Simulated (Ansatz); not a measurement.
# ScAl: the cost of one run

Program: Ansatz 0.2.0. Level of theory: DFT r2SCAN, scalar-relativistic, plane waves, PAW. These are calculated values, not measurements.

2 further runs of the same task are left out: 2 set aside as unsound or not needed. Runs told in other sessions of the task aren't counted.

## (1) The structure to begin with

It takes space group Cmcm (No. 63, orthorhombic). The conventional cell has a = 3.368 Å, b = 11.037 Å, c = 4.341 Å, α = 90.00°, β = 90.00°, γ = 90.00°. Around Sc (site symmetry m2m) lie 7 Al at 2.92 to 3.05 Å. Al (site symmetry m2m) is surrounded by 2 Al at 2.66 Å and 7 Sc at 2.92 to 3.05 Å.

Coordinates:

```
CELL_PARAMETERS angstrom
-3.36804 0.00000 0.00000
0.00000 0.00000 -4.34056
0.00000 -11.03743 0.00000
ATOMIC_POSITIONS crystal
Sc 0.00000 0.75000 0.83969
Sc 0.50000 0.75000 0.33969
Sc 0.00000 0.25000 0.16031
Sc 0.50000 0.25000 0.66031
Al 0.00000 0.75000 0.56982
Al 0.50000 0.75000 0.06982
Al 0.00000 0.25000 0.43018
Al 0.50000 0.25000 0.93018
```

It goes back to an entry of the Materials Project, which need not be the stable form.

It is built from the cell relaxed beforehand with the same method (20.17 Å³/atom).

## (2) Zero of energy

The cell is repeated 2 times, 8 atoms in all. Reference values: F = -10727.5884 eV; pressure 0.00 GPa; largest force 0.002 eV/Å; gap on the mesh none (metal). It was computed beforehand with the settings of the runs below.

## (3) Next: pulling the crystal apart

The cut lies on the cell's a–b face, a (0 -1 0) plane of area 14.62 Å², between layers 1.98 Å apart (Sc below, Sc above); the cell is 11.0 Å thick. Vector c is lengthened by d along the normal with the atoms' Cartesian places fixed: one unrelaxed cut per cell.

## (4) Point d = 1.00 Å

The input, input.yaml:

```yaml
crystal:
  lattice:
    - [-3.3680407196, 0.0, 0.0]
    - [0.0, 0.0, -4.3405568767]
    - [0.0, -12.0374270824, 0.0]
  atoms:
    - { symbol: Sc, position: [0.0, 0.75, 0.5407028799] }
    - { symbol: Sc, position: [0.5, 0.75, 0.0822399955] }
    - { symbol: Sc, position: [0.0, 0.25, 0.8346857734] }
    - { symbol: Sc, position: [0.5, 0.25, 0.376222889] }
    - { symbol: Al, position: [0.0, 0.75, 0.2932494264] }
    - { symbol: Al, position: [0.5, 0.75, 0.7517123108] }
    - { symbol: Al, position: [0.0, 0.25, 0.165213458] }
    - { symbol: Al, position: [0.5, 0.25, 0.6236763424] }
basis:
  ecutwfc: 500
kpoints:
  mp_grid: { grid: [14, 11, 5] }
hamiltonian:
  xc: r2scan
scf:
  occupations: { method: gaussian, width: 0.15 }
output:
  forces: true
  stress: true
  eigenvalues: true
  write_density: true
  write_potential: true
  elf: true
  volumetric_format: npy
```

The run is started by

```console
> ansatz run input.yaml --threads 2 --pin off --max-ram 5120MiB --backend cpu --events-out ev --progress --plain --runs-dir out
```

Q: Estimate wall time and peak memory on 2 threads of AMD EPYC 9R45 (Zen 5), shared host.

About 21 s, with a peak of 1.3 GiB.
